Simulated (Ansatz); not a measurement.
# SiGeH3 (doublet): from Hartree-Fock to the top rungs, cc-pVTZ

Aim: climb from Hartree-Fock through coupled cluster and multireference methods for SiGeH3 (doublet) at one geometry and basis, and see what each rung misses.

Method: cc-pVTZ, core rule «outside noble gas», up to 19 orbitals frozen; program: Ansatz 0.2.0, Gaussian basis.

Plan: UHF; CCSD(T) on ROHF; CCSD(T) on UHF; BCCD(T) on ROHF; CCSDT(Q) on ROHF; CCSDT(Q) on UHF; CASSCF and NEVPT2, 11 electrons in 11 orbitals.

5 further runs of the same task are left out: 5 set aside as unsound or not needed.

## 1. What is computed

The geometry is a PBE0/def2-TZVP stationary point (not a proven minimum). No spin-orbit coupling is included. The filled d shell of Ge may be among the frozen orbitals whatever the setting's name suggests; the logs give the count.

5 atoms, charge 0, spin multiplicity 2.

Atoms are counted from 1 here; the program's logs count them from 0.

Bond lengths: Si1–Ge2 2.352 Å, Si1–H3 1.492 Å, Si1–H4 1.492 Å, Ge2–H5 1.595 Å. Angles: Ge2–Si1–H3 129.6°, Ge2–Si1–H4 123.5°, H3–Si1–H4 106.9°, Si1–Ge2–H5 86.6°.

## 2. UHF

Contents of in.yaml:

```yaml
crystal:
  periodic: [false, false, false]
  atoms:
    - {symbol: Si, position_ang: [0.000000, 0.018056, 1.651607]}
    - {symbol: Ge, position_ang: [0.000000, -0.028376, -0.700224]}
    - {symbol: H, position_ang: [0.000000, 1.185718, 2.580640]}
    - {symbol: H, position_ang: [0.000000, -1.209392, 2.499223]}
    - {symbol: H, position_ang: [0.000000, 1.565561, -0.637062]}
basis:
  gaussian: {orbitals: cc-pVTZ}
magnetization: {spin_polarized: true, initial_magnetization: 1}
hamiltonian: {xc: hf}
output: {orbitals: {seedname: orbitals}}
```

Launch:

```console
$ ansatz run in.yaml --threads 1 --pin off --events-out ev --progress --plain --max-ram 2816MiB --backend cpu
```

Further steps of the session: CCSD(T) on ROHF; CCSD(T) on UHF; BCCD(T) on ROHF; CCSDT(Q) on ROHF; CCSDT(Q) on UHF; CASSCF and NEVPT2, 11 electrons in 11 orbitals.

Q: Predict the results of all the runs planned. Wanted: UCCSDT(Q) below the RHF energy; RMP2 from UCCSDT(Q); UMP2 from UCCSDT(Q); RCCSD from UCCSDT(Q); RCCSD(T) from UCCSDT(Q); UCCSD(T) from UCCSDT(Q); RCCSDT(Q) from UCCSDT(Q); NEVPT2 valence from UCCSDT(Q); T1 diagnostic.

The runs gave:

| quantity | value |
| --- | --- |
| UCCSDT(Q) below the RHF energy | -7.0941 eV |
| RMP2 from UCCSDT(Q) | +1375.4 meV |
| UMP2 from UCCSDT(Q) | +1404.4 meV |
| RCCSD from UCCSDT(Q) | +331.1 meV |
| RCCSD(T) from UCCSDT(Q) | +57.8 meV |
| UCCSD(T) from UCCSDT(Q) | +58.5 meV |
| RCCSDT(Q) from UCCSDT(Q) | +1.2 meV |
| NEVPT2 valence from UCCSDT(Q) | +1314.5 meV |
| levels within 1 kcal/mol (43 meV) | RCCSDT, UCCSDT, RCCSDT(Q) |
| T1 diagnostic | 0.019 |
| effectively unpaired electrons | 1.05 |

**Reading.** RCCSD(T) lands +57.8 meV from the yardstick (0.8 % of the correlation energy). One determinant dominates. These misses are within one basis, not against nature; the frozen cores of restricted and unrestricted runs differ, which can shift their rows.
